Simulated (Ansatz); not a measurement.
# Te2Pb: how the settings move a single-point run

Aim: see which settings change the result for Te2Pb, by how much, and at what cost. The cell is built on a prototype (CdCl2 type) and needn't be the phase found in nature.

Program: Ansatz 0.2.0. Level of theory: reference: DFT, HSE06, plane waves, PAW. These are calculated values, not measurements.

1 further run of the same task is left out (it didn't finish).

## (1) The structure to begin with

It takes space group R-3m (No. 166, trigonal). The conventional cell has a = 4.254 Å, b = 4.254 Å, c = 18.793 Å, α = 90.00°, β = 90.00°, γ = 120.00°. Pb (site symmetry -3m) has 6 Te at 3.13 Å as nearest neighbours. Te (site symmetry 3m) is surrounded by 3 Pb at 3.13 Å and 3 Te at 3.41 Å.

Coordinates:

```cif
data_structure
_symmetry_space_group_name_H-M 'P 1'
_symmetry_Int_Tables_number 1
_cell_length_a 6.7285
_cell_length_b 6.7285
_cell_length_c 6.7285
_cell_angle_alpha 36.857
_cell_angle_beta 36.857
_cell_angle_gamma 36.857
_cell_volume 98.17
loop_
_atom_site_label
_atom_site_type_symbol
_atom_site_fract_x
_atom_site_fract_y
_atom_site_fract_z
_atom_site_occupancy
Pb1 Pb 0.00000 0.00000 0.00000 1
Te1 Te 0.22975 0.22975 0.22975 1
Te2 Te 0.77025 0.77025 0.77025 1
```

## (2) Baseline

File input.yaml:

```yaml
crystal:
  lattice:
    - [2.1269962715, 1.2280218699, 6.2642067447]
    - [-2.1269962715, 1.2280218699, 6.2642067447]
    - [0.0, -2.4560437398, 6.2642067447]
  atoms:
    - { symbol: Pb, position: [0.0, 0.0, 0.0] }
    - { symbol: Te, position: [0.2297518143, 0.2297518143, 0.2297518143] }
    - { symbol: Te, position: [0.7702481857, 0.7702481857, 0.7702481857] }
kpoints:
  mp_grid: { grid: [4, 4, 4] }
hamiltonian:
  xc: hse06
scf:
  occupations: { method: fermi_dirac, width: 0.02 }
  n_extra_bands: 4
output:
  forces: true
  stress: true
  eigenvalues: true
  write_density: true
  write_potential: true
  elf: true
  volumetric_format: npy
```

On the command line:

```sh
ansatz run input.yaml --threads 4 --pin off --max-ram 3686MiB --backend cpu --events-out ev --progress --plain --runs-dir out
```

## (3) Changing settings: exchange pbe, correlation pbe, coeff 0.35, omega 0.2078

input.yaml, as its differences from that of step 2:

```diff
@@ -12,3 +12,6 @@
 hamiltonian:
-  xc: hse06
+  xc:
+    exchange: pbe
+    correlation: pbe
+    exx: { coeff: 0.35, omega: 0.2078 }
 scf:
@@ -20,5 +23 @@
   eigenvalues: true
-  write_density: true
-  write_potential: true
-  elf: true
-  volumetric_format: npy
```

## (4) Variant: exchange pbe, correlation pbe, coeff 0.75, omega 0.2078

input.yaml, as its differences from that of step 2:

```diff
@@ -12,3 +12,6 @@
 hamiltonian:
-  xc: hse06
+  xc:
+    exchange: pbe
+    correlation: pbe
+    exx: { coeff: 0.75, omega: 0.2078 }
 scf:
@@ -20,5 +23 @@
   eigenvalues: true
-  write_density: true
-  write_potential: true
-  elf: true
-  volumetric_format: npy
```

## (5) Changing settings: xc hf

input.yaml, as its differences from that of step 2:

```diff
@@ -12,3 +12,3 @@
 hamiltonian:
-  xc: hse06
+  xc: hf
 scf:
@@ -20,5 +20 @@
   eigenvalues: true
-  write_density: true
-  write_potential: true
-  elf: true
-  volumetric_format: npy
```

## (6) Variant: exchange pbe, correlation pbe, coeff 0.4, omega 0.3

input.yaml, as its differences from that of step 2:

```diff
@@ -12,3 +12,3 @@
 hamiltonian:
-  xc: hse06
+  xc: { exchange: pbe, correlation: pbe, exx: { coeff: 0.4, omega: 0.3 } }
 scf:
@@ -20,5 +20 @@
   eigenvalues: true
-  write_density: true
-  write_potential: true
-  elf: true
-  volumetric_format: npy
```

## (7) Changed: xc_grid 3

input.yaml, as its differences from that of step 2:

```diff
@@ -20,5 +20,3 @@
   eigenvalues: true
-  write_density: true
-  write_potential: true
-  elf: true
-  volumetric_format: npy
+basis:
+  xc_grid: 3
```

What does the calculation give? Wanted: for each run, ending; energy change; pressure; gap; force.

The runs gave:

| run | ending | energy change | pressure (GPa) | gap (eV) | force (eV/Å) | cycles | time |
| --- | --- | --- | --- | --- | --- | --- | --- |
| reference | converged | 0 | 0.1 | 0.00 | 0.07 | 21 | 20 s |
| 1: exchange pbe, correlation pbe, coeff 0.35, omega 0.2078 | converged | not comparable | -0.6 | 0.00 | 0.00 | 22 | 18 s |
| 2: exchange pbe, correlation pbe, coeff 0.75, omega 0.2078 | converged | not comparable | -3.6 | 0.00 | 0.50 | 91 | 36 s |
| 3: xc hf | converged | not comparable | 3.7 | 0.00 | 0.12 | 60 | 29 s |
| 4: exchange pbe, correlation pbe, coeff 0.4, omega 0.3 | converged | not comparable | -0.6 | 0.00 | 0.00 | 24 | 23 s |
| 5: xc_grid 3 | converged | 0.0 meV/atom | 0.1 | 0.00 | 0.07 | 21 | 18 s |

Times don't compare one to one where runs were asked for different outputs or read a saved state (see the inputs); cycles may leave out searches for a lower state.

Residual by cycle in the longest SCF loop of each run; runs are numbered as in the table. The quantity is the density residual dr2, in eV.

| cycle | reference | run 1 | run 2 | run 3 | run 4 | run 5 |
| --- | --- | --- | --- | --- | --- | --- |
| 1 | 0.00463 | 0.00476 | 0.00192 | 1.7e-4 | 0.00479 | 0.00461 |
| 2 | 0.00198 | 0.00201 | 9.6e-4 | 8.7e-5 | 0.00202 | 0.00199 |
| 4 | 1.6e-5 | 1.5e-5 | 7.2e-4 | 8.6e-5 | 1.5e-5 | 1.5e-5 |
| 5 | 1.9e-6 | 1.9e-6 | 0.00227 | 1.2e-5 | 1.9e-6 | 1.9e-6 |
| 6 | 6.0e-7 | 5.2e-7 | 7.9e-4 | 6.4e-6 | 5.1e-7 | 5.4e-7 |
| 8 | 8.7e-9 | 1.1e-8 | 0.00209 | 2.3e-6 | 1.0e-8 | 1.2e-8 |
| 9 | 1.7e-9 | 1.1e-9 | 3.8e-8 | 1.4e-6 | 9.8e-10 | 1.4e-9 |
| 11 | - | - | 2.4e-10 | 5.9e-7 | - | - |
| 12 | - | - | 1.7e-11 | 1.7e-7 | - | - |
| 13 | - | - | - | 5.7e-8 | - | - |
| 15 | - | - | - | 2.2e-10 | - | - |
| 16 | - | - | - | 1.6e-11 | - | - |

What this shows: «xc_grid 3» leaves the energy as it was. Of the variants the dearest is «exchange pbe, correlation pbe, coeff 0.75, omega 0.2078» (36 s), the cheapest «xc_grid 3» (18 s), on a shared host.
